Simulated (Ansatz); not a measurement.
**Molecular dynamics of BW₈C₈**

input.yaml

```yaml
accuracy: low
crystal:
  lattice:
    - [5.70406, 0.0, 0.0]
    - [-2.85203, 4.939861, 0.0]
    - [0.0, 0.0, 15.20114]
  atoms:
    - { symbol: W, position: [0.0, 0.0, 0.0657845] }
    - { symbol: C, position: [0.32616627, 0.17971498, 0.15328983] }
    - { symbol: W, position: [-0.01032899, 0.01128835, 0.26333402] }
    - { symbol: C, position: [0.33899645, 0.16559692, 0.33986575] }
    - { symbol: W, position: [0.0, 0.5, 0.0657845] }
    - { symbol: C, position: [0.3351376, 0.67441584, 0.15126923] }
    - { symbol: W, position: [0.00583911, 0.52138455, 0.25878452] }
    - { symbol: C, position: [0.33429927, 0.65598543, 0.32750284] }
    - { symbol: W, position: [0.5, 0.0, 0.0657845] }
    - { symbol: C, position: [0.83540917, 0.17497069, 0.15613622] }
    - { symbol: W, position: [0.49385643, -0.0009283, 0.25230628] }
    - { symbol: C, position: [0.80690116, 0.16770461, 0.34567519] }
    - { symbol: W, position: [0.5, 0.5, 0.0657845] }
    - { symbol: C, position: [0.82703713, 0.67134101, 0.15257471] }
    - { symbol: W, position: [0.4992995, 0.50692749, 0.24995468] }
    - { symbol: C, position: [0.8281003, 0.66270424, 0.34048686] }
    - { symbol: B, position: [0.6513772, 0.32657438, 0.36602573] }
basis:
  ecutwfc: 500.0
kpoints:
  mp_grid: { grid: [2, 2, 1] }
hamiltonian:
  xc: r2scan
  pseudopotentials: { kind: paw, azcp: { folder: soft_1 } }
scf:
  occupations: { method: fermi_dirac, width: 0.05 }
  lower_state_search: "off"
  max_iter: 99
md:
  timestep: 6
  n_steps: 100
  ensemble: nvt_langevin
  temperature: 1400.0
  initial_velocities: maxwell_boltzmann
  seed: 497773
  friction: 0.05
  constraints: [{ sites: [0, 4, 8, 12] }]
```

Command:

```bash
$ ansatz run input.yaml --threads 2 --pin off --max-ram 5120MiB --backend cpu --events-out ev --progress --plain --runs-dir out
```

It goes on from the last frame of an earlier run, with new velocities.

Output, in part (one step line in 4):

```
md step     0: t =     0.00 fs  T =  1400.0 K  F+E_penalty+E_count = -85342.57211818 eV  E_kin = 2.352532 eV  (15 SCF iters)
md step     4: t =    24.00 fs  T =  1394.4 K  F+E_penalty+E_count = -85341.27638222 eV  E_kin = 2.343140 eV  (11 SCF iters)
md step     8: t =    48.00 fs  T =  1697.1 K  F+E_penalty+E_count = -85341.36476133 eV  E_kin = 2.851854 eV  (11 SCF iters)
md step    12: t =    72.00 fs  T =  1102.8 K  F+E_penalty+E_count = -85339.79587604 eV  E_kin = 1.853119 eV  (10 SCF iters)
md step    16: t =    96.00 fs  T =  1427.1 K  F+E_penalty+E_count = -85340.29131877 eV  E_kin = 2.398119 eV  (10 SCF iters)
md step    20: t =   120.00 fs  T =  1834.9 K  F+E_penalty+E_count = -85340.28301742 eV  E_kin = 3.083379 eV  (12 SCF iters)
md step    24: t =   144.00 fs  T =  1729.2 K  F+E_penalty+E_count = -85340.98481025 eV  E_kin = 2.905723 eV  (10 SCF iters)
md step    28: t =   168.00 fs  T =  1253.6 K  F+E_penalty+E_count = -85340.08936688 eV  E_kin = 2.106536 eV  (11 SCF iters)
md step    32: t =   192.00 fs  T =  1471.1 K  F+E_penalty+E_count = -85340.73378071 eV  E_kin = 2.471984 eV  (13 SCF iters)
md step    36: t =   216.00 fs  T =   836.7 K  F+E_penalty+E_count = -85340.17260044 eV  E_kin = 1.405976 eV  (10 SCF iters)
md step    40: t =   240.00 fs  T =  1149.2 K  F+E_penalty+E_count = -85339.64455014 eV  E_kin = 1.931031 eV  (12 SCF iters)
md step    44: t =   264.00 fs  T =  1601.4 K  F+E_penalty+E_count = -85340.70814225 eV  E_kin = 2.690915 eV  (12 SCF iters)
md step    48: t =   288.00 fs  T =  1292.4 K  F+E_penalty+E_count = -85340.51235752 eV  E_kin = 2.171674 eV  (12 SCF iters)
md step    52: t =   312.00 fs  T =  1354.9 K  F+E_penalty+E_count = -85341.30351805 eV  E_kin = 2.276783 eV  (13 SCF iters)
md step    56: t =   336.00 fs  T =  1380.1 K  F+E_penalty+E_count = -85341.21734055 eV  E_kin = 2.319077 eV  (13 SCF iters)
md step    60: t =   360.00 fs  T =  1194.1 K  F+E_penalty+E_count = -85341.36249550 eV  E_kin = 2.006476 eV  (11 SCF iters)
md step    64: t =   384.00 fs  T =  1192.1 K  F+E_penalty+E_count = -85340.71556090 eV  E_kin = 2.003185 eV  (11 SCF iters)
md step    68: t =   408.00 fs  T =  1332.5 K  F+E_penalty+E_count = -85340.58869703 eV  E_kin = 2.239098 eV  (11 SCF iters)
md step    72: t =   432.00 fs  T =  1426.2 K  F+E_penalty+E_count = -85340.52140013 eV  E_kin = 2.396550 eV  (11 SCF iters)
md step    76: t =   456.00 fs  T =  2201.5 K  F+E_penalty+E_count = -85340.18765079 eV  E_kin = 3.699329 eV  (11 SCF iters)
md step    80: t =   480.00 fs  T =  1648.5 K  F+E_penalty+E_count = -85339.99488748 eV  E_kin = 2.770172 eV  (11 SCF iters)
md step    84: t =   504.00 fs  T =  1478.9 K  F+E_penalty+E_count = -85339.78500334 eV  E_kin = 2.485041 eV  (11 SCF iters)
md step    88: t =   528.00 fs  T =   966.2 K  F+E_penalty+E_count = -85340.11945320 eV  E_kin = 1.623574 eV  (10 SCF iters)
md step    92: t =   552.00 fs  T =   894.6 K  F+E_penalty+E_count = -85340.13703150 eV  E_kin = 1.503193 eV  (12 SCF iters)
md step    96: t =   576.00 fs  T =  1415.9 K  F+E_penalty+E_count = -85340.79003825 eV  E_kin = 2.379202 eV  (12 SCF iters)
md step   100: t =   600.00 fs  T =  1026.6 K  F+E_penalty+E_count = -85340.91126105 eV  E_kin = 1.725010 eV  (10 SCF iters)
```

The run went to its last step. A run of 0.6 ps of so small a system gives no equilibrium averages. Limits of this set-up: coarse k mesh, thin slab, slab without dipole correction, odd electron count without spin, low accuracy level.

Mean squared displacements from the first frame to the last: W 0.02 Å², C 0.04 Å², B 0.02 Å².

Last frame:

```xyz
17
Lattice="5.7041 0.0000 0.0000 -2.8520 4.9399 0.0000 0.0000 0.0000 15.2011" Properties=species:S:1:pos:R:3
W 0.000 0.000 1.000
C 1.242 0.826 2.377
W -0.125 0.039 3.999
C 1.238 1.030 5.388
W -1.426 2.470 1.000
C 0.075 3.362 2.337
W -1.634 2.419 3.926
C -0.195 3.132 5.158
W 2.852 0.000 1.000
C 4.173 0.871 2.433
W 2.744 -0.041 4.074
C 4.082 0.725 5.201
W 1.426 2.470 1.000
C 2.775 3.453 2.349
W 1.252 2.471 3.847
C 2.674 3.223 5.061
B 2.675 1.683 5.599
```

The run took 41 min on 2 threads of Arm Neoverse V1 (shared host), peak memory 1.4 GiB.
